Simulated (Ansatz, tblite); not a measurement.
**GaH2(SiH3) (GaSiH₅): rung by rung**

How do method and basis change the picture of GaH2(SiH3) (GaSiH₅) (singlet)?

Program: Ansatz 0.2.0, Gaussian basis. Level of theory: as each input shows. These are calculated values, not measurements.

Levels to be run: GFN1-xTB, GFN2-xTB, PBE-D4/def2-TZVP, r2SCAN-D4/def2-TZVP, HF/def2-TZVP, BHLYP-D4/def2-TZVP, r2SCAN0-D4/def2-TZVP, B97M-V/def2-TZVP, revPBE-D4/def2-TZVP, B3LYP-D4/def2-TZVP, LDA/def2-TZVP, PBE-D4/def2-SVP, PBE0-D4/def2-SVP, HF/STO-3G, HF/6-31G, B3LYP-D4/6-31G, PBE0-D4/def2-TZVPD, PBE-D4/def2-TZVPD, r2SCAN-D4/def2-TZVPD, CCSD(T)/def2-TZVPP, MP2/def2-TZVP, RPA/def2-TZVP, CCSD(T)/def2-TZVPD.

## Step 1: The structure

The geometry is that of the singlet, from an earlier relaxation (B3LYP-D4/def2-TZVP).

7 atoms, charge 0, spin multiplicity 1.

Bond lengths: Ga1–H2 1.575 Å, Ga1–H3 1.575 Å, Ga1–Si4 2.425 Å, Si4–H5 1.485 Å, Si4–H6 1.485 Å, Si4–H7 1.487 Å. Angles: H2–Ga1–H3 117.8°, H2–Ga1–Si4 121.0°, H3–Ga1–Si4 121.2°, Ga1–Si4–H5 112.0°, Ga1–Si4–H6 111.9°, Ga1–Si4–H7 109.4°, H5–Si4–H6 108.1°, H5–Si4–H7 107.6°, H6–Si4–H7 107.6°.

PBE0-D4/def2-TZVP was run before; its log isn't repeated, and its numbers join the tables.

## Step 2: GFN1-xTB

Tight binding, by tblite at 300 K electronic temperature and without a spin-polarisation term:

```python
tblite.interface.Calculator('GFN1-xTB', numbers, positions, charge=0, uhf=0).singlepoint()
```

Energy -159.2133 eV, HOMO -11.06 eV, LUMO -7.25 eV; 0.003 s.

## Step 3: GFN2-xTB

Tight binding, by tblite at 300 K electronic temperature and without a spin-polarisation term:

```python
tblite.interface.Calculator('GFN2-xTB', numbers, positions, charge=0, uhf=0).singlepoint()
```

Energy -147.9476 eV, HOMO -10.16 eV, LUMO -6.25 eV; 0.002 s.

## Step 4: PBE-D4/def2-TZVP

start.molden holds the orbitals of an earlier run on this state, given as this run's starting guess.

Input file in.yaml:

```yaml
crystal:
  periodic: [false, false, false]
  atoms:
    - {symbol: Ga, position_ang: [0.687711, 1.199167, 0.007787]}
    - {symbol: H, position_ang: [2.262274, 1.229631, 0.039703]}
    - {symbol: H, position_ang: [-0.073810, 2.577176, -0.036136]}
    - {symbol: Si, position_ang: [-0.520254, -0.903098, 0.011171]}
    - {symbol: H, position_ang: [-1.856812, -0.776158, 0.645108]}
    - {symbol: H, position_ang: [0.228709, -1.969855, 0.722297]}
    - {symbol: H, position_ang: [-0.727828, -1.356873, -1.389920]}
basis:
  gaussian: {orbitals: def2-TZVP, initial_orbitals: start.molden}
hamiltonian: {xc: pbe, dispersion: d4}
scf: {omitted_lower_state_checks: [starts]}
output: {forces: true, orbitals: {seedname: orbitals}}
```

Command:

```bash
$ ansatz run in.yaml --threads 2 --pin off --events-out ev --progress --plain --max-ram 32768MiB --backend cpu
```

Further steps of the session: r2SCAN-D4/def2-TZVP; HF/def2-TZVP; BHLYP-D4/def2-TZVP; r2SCAN0-D4/def2-TZVP; B97M-V/def2-TZVP; revPBE-D4/def2-TZVP; B3LYP-D4/def2-TZVP; LDA/def2-TZVP; PBE-D4/def2-SVP; PBE0-D4/def2-SVP; HF/STO-3G; HF/6-31G; B3LYP-D4/6-31G; PBE0-D4/def2-TZVPD; PBE-D4/def2-TZVPD; r2SCAN-D4/def2-TZVPD; CCSD(T)/def2-TZVPP; MP2/def2-TZVP; RPA/def2-TZVP; CCSD(T)/def2-TZVPD.

**Question.** What will the summary of the whole plan be? Wanted: gap in def2-TZVP, named functionals and Hartree-Fock, smallest and largest; correlation energy, CCSD(T)/def2-TZVPP; correlation energy, MP2/def2-TZVP; correlation energy, CCSD(T)/def2-TZVPD; binding an atom, CCSD(T)/def2-TZVPP; PBE0 total energy, smallest basis above largest.

**Answer**, as computed:

| quantity | value |
| --- | --- |
| gap in def2-TZVP, named functionals and Hartree-Fock, smallest and largest | 3.48 eV (LDA), 10.76 eV (HF) |
| correlation energy, CCSD(T)/def2-TZVPP | -11.21 eV |
| correlation energy, MP2/def2-TZVP | -9.48 eV |
| correlation energy, CCSD(T)/def2-TZVPD | -10.91 eV |
| binding an atom, CCSD(T)/def2-TZVPP | 2.530 eV |
| PBE0 total energy, smallest basis above largest | 9.53 eV (def2-SVP, def2-TZVPD) |

**Reading.** Orbital gaps of the named functionals and Hartree-Fock in def2-TZVP span 3.48 eV (LDA) to 10.76 eV (HF); exact exchange widens it. A small miss in a minimal or small basis is a cancelling of errors, not accuracy. The functionals in def2-TZVP miss CCSD(T)/def2-TZVPP by -0.063 (revPBE-D4) to +0.265 eV (LDA) an atom. CCSD(T)/def2-TZVPP isn't at the basis-set limit; small misses against it rank nothing.
